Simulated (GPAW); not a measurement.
BiS:

```xyz
2
Lattice="2.1093 1.2178 3.5005 -2.1093 1.2178 3.5005 0.0000 -2.4356 3.5005" Properties=species:S:1:pos:R:3 pbc="T T T"
Bi    0.0000    0.0000    0.0000
S     0.0000    0.0000    5.2507
```

The cell was built by a generator and needn't be a form met in nature.

Base run:

```yaml
Program: GPAW 26.7.0
Functional: revPBE
Potentials_or_basis: the program's PAW data sets (release 1.2.1) made for this functional
Cutoff: 600 eV
Basis: pw
k_mesh: 8 × 8 × 8
Occupations: fermi-dirac, width 0.05 eV
Spin: no spin polarisation
```

Its results: band gap on the k mesh none (metal or under the smearing width); pressure -0.3 GPa.

Problem. The run is repeated on the same cell with these changes: functional from revPBE to LDA. What comes out?

Solution. Band gap on the k mesh none (metal or under the smearing width); pressure -5.7 GPa.

LDA binds more tightly than revPBE, so the same cell stands under less pressure.

Caveats: spin-orbit coupling is left out, which moves the levels of the heavy elements.
